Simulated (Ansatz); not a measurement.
# GeSiH4F (SMILES F[SiH][GeH3]) at UPBE/def2-SVPD

Aim: the electronic atomisation energy of GeSiH4F at UPBE/def2-SVPD, from 5 runs. 

Program for the calculation: Ansatz 0.2.0.

33 further runs of the same task are left out: 33 set aside as unsound or not needed. Runs told in other sessions of the task aren't counted.

## (1) Starting point

GeSiH4F has 7 atoms, charge 0, and is taken as a doublet. SMILES: `F[SiH][GeH3]`. The coordinates come from a PBE0-D4/def2-TZVP relaxation.

Bond lengths: F1–Si2 1.610 Å, Si2–Ge3 2.386 Å, Si2–H4 1.494 Å, Ge3–H5 1.538 Å, Ge3–H6 1.535 Å, Ge3–H7 1.540 Å. Angles: F1–Si2–Ge3 110.1°, F1–Si2–H4 106.6°, Ge3–Si2–H4 113.1°, Si2–Ge3–H5 107.6°, Si2–Ge3–H6 109.9°, Si2–Ge3–H7 112.2°, H5–Ge3–H6 109.0°, H5–Ge3–H7 109.1°, H6–Ge3–H7 109.0°.

## (2) The energy at UPBE/def2-SVPD

Input file job.yaml:

```yaml
crystal:
  periodic: [false, false, false]
  atoms:
    - {symbol: F, position_ang: [-0.828200, -1.797600, 1.409500]}
    - {symbol: Si, position_ang: [-0.880400, -1.140500, -0.059400]}
    - {symbol: Ge, position_ang: [0.333800, 0.913400, -0.081600]}
    - {symbol: H, position_ang: [-0.325400, -2.158700, -1.001700]}
    - {symbol: H, position_ang: [0.289700, 1.465200, -1.516000]}
    - {symbol: H, position_ang: [-0.331000, 1.924700, 0.863100]}
    - {symbol: H, position_ang: [1.802700, 0.725500, 0.340400]}
basis:
  gaussian: {orbitals: def2-SVPD}
total_charge: 0
magnetization: {spin_polarized: true, initial_magnetization: 1}
hamiltonian: {xc: pbe}
accuracy: high
output: {orbitals: {seedname: orbitals}}
```

The run is started by

```sh
$ ansatz run job.yaml --threads 1 --pin off --max-ram 3480MiB --events-out events.jsonl --progress --plain --runs-dir runs
```

The program printed:

```text
Warning: RAYON_NUM_THREADS=1 ignored (pool sized by the plan → 1); use --threads N
Functional definition: PBE
  name "PBE"
  parameter kappa = 0.804
  parameter beta = 0.06672455060314922
  exchange = pbe_x(kappa = kappa, mu = beta*pi^2/3)
  correlation = pbe_c(beta = beta)
2290 factors; integrals over basis functions are off by at most 4.5e-9 eV
mean field evaluation 1: about -67148.4865 eV, gradient 2.8e1 eV
mean field evaluation 2: about -67138.3553 eV, gradient 6.3e1 eV
mean field evaluation 4: about -67150.9345 eV, gradient 2.2e0 eV
mean field evaluation 8: about -67150.9441 eV, gradient 4.6e-2 eV
mean field evaluation 16: about -67150.9441 eV, gradient 1.8e-5 eV
mean field -67150.94411849 eV, -2467.7516798097 hartree, gradient 3.9e-8 eV, S^2 0.752241; 0 other end points of the search recorded, 0 dependent functions left out
reference -67150.94412295 eV, -2467.7516799738 hartree; 30, 29 occupied and 87, 88 virtual orbitals, 2290 factors
Total energy: -67150.94412295 eV, -2467.7516799738 hartree
```

Wall time 25 s (1 thread of Arm Neoverse N1, shared host); peak memory 0.39 GiB.

## (3) The F atom

Input file input.yaml:

```yaml
crystal:
  periodic: [false, false, false]
  atoms:
    - symbol: F
      position_ang: [0.000000, 0.000000, 0.000000]
basis:
  gaussian:
    orbitals: def2-SVPD
magnetization:
  spin_polarized: true
  initial_magnetization: 1
hamiltonian:
  xc: pbe
accuracy: high
```

Run the same way, it converges to -99.55393 Eh (log not shown).

## (4) The Ge atom, same level

Input file in.yaml:

```yaml
crystal:
  periodic: [false, false, false]
  atoms:
    - {symbol: Ge, position_ang: [0.000000, 0.000000, 0.000000]}
basis:
  gaussian:
    orbitals: def2-SVPD
magnetization:
  spin_polarized: true
  initial_magnetization: 2
hamiltonian:
  xc: pbe
accuracy: high
```

Run the same way, it converges to -2076.34158 Eh (log not shown).

## (5) The H atom, same level

Input file in.yaml:

```yaml
crystal:
  periodic: [false, false, false]
  atoms:
    - {symbol: H, position_ang: [0.000000, 0.000000, 0.000000]}
basis:
  gaussian: {orbitals: def2-SVPD}
magnetization: {spin_polarized: true, initial_magnetization: 1}
hamiltonian: {xc: {name: PBE}}
accuracy: high
```

Run the same way, it converges to -0.49863 Eh (log not shown).

## (6) The Si atom, same level

Input file run.yaml:

```yaml
basis:
  gaussian:
    orbitals: def2-SVPD
crystal:
  periodic: [false, false, false]
  atoms:
    - {symbol: Si, position_ang: [0.000000, 0.000000, 0.000000]}
magnetization:
  spin_polarized: true
  initial_magnetization: 2
accuracy: high
hamiltonian:
  xc: pbe
```

The run is started by

```sh
$ ansatz run run.yaml --threads 1 --pin off --max-ram 3480MiB --events-out events.jsonl --progress --plain --runs-dir runs
```

The program printed:

```text
Warning: RAYON_NUM_THREADS=1 ignored (pool sized by the plan → 1); use --threads N
Functional definition: PBE
  name "PBE"
  parameter kappa = 0.804
  parameter beta = 0.06672455060314922
  exchange = pbe_x(kappa = kappa, mu = beta*pi^2/3)
  correlation = pbe_c(beta = beta)
196 factors; integrals over basis functions are off by at most 2.6e-9 eV
mean field evaluation 1: about -7867.4248 eV, gradient 2.3e0 eV
mean field evaluation 2: about -7867.4890 eV, gradient 8.6e-1 eV
mean field evaluation 4: about -7867.4946 eV, gradient 1.9e-1 eV
mean field evaluation 8: about -7867.4949 eV, gradient 7.1e-5 eV
mean field evaluation 16: about -7867.3765 eV, gradient 2.9e0 eV
mean field evaluation 32: about -7867.4949 eV, gradient 9.1e-9 eV
mean field -7867.49491477 eV, -289.1251053383 hartree, gradient 9.1e-9 eV, S^2 2.003829; 1 other end points of the search recorded, 0 dependent functions left out
reference -7867.49491688 eV, -289.1251054158 hartree; 8, 6 occupied and 16, 18 virtual orbitals, 196 factors
Total energy: -7867.49491688 eV, -289.1251054158 hartree
```

It took 1.8 s on 1 thread of Arm Neoverse N1, shared host.

## (7) Results

At UPBE/def2-SVPD:

| quantity | value |
| --- | --- |
| molecule: total energy | -2467.75168 Eh |
| molecule: HOMO energy (highest over α and β) | -5.18 eV |
| molecule: LUMO energy (lowest over α and β) | -3.62 eV |
| molecule: ⟨S²⟩ | 0.752 |
| F atom: total energy | -99.55393 Eh |
| F atom: ⟨S²⟩ | 0.751 |
| Ge atom: total energy | -2076.34158 Eh |
| Ge atom: ⟨S²⟩ | 2.002 |
| H atom: total energy | -0.49863 Eh |
| H atom: ⟨S²⟩ | 0.750 |
| Si atom: total energy | -289.12511 Eh |
| Si atom: ⟨S²⟩ | 2.004 |
| electronic atomisation energy | 20.042 eV |

In words: Taking the molecule apart into free atoms costs 20.04 eV (462 kcal/mol), before zero-point energy and without spin-orbit coupling.
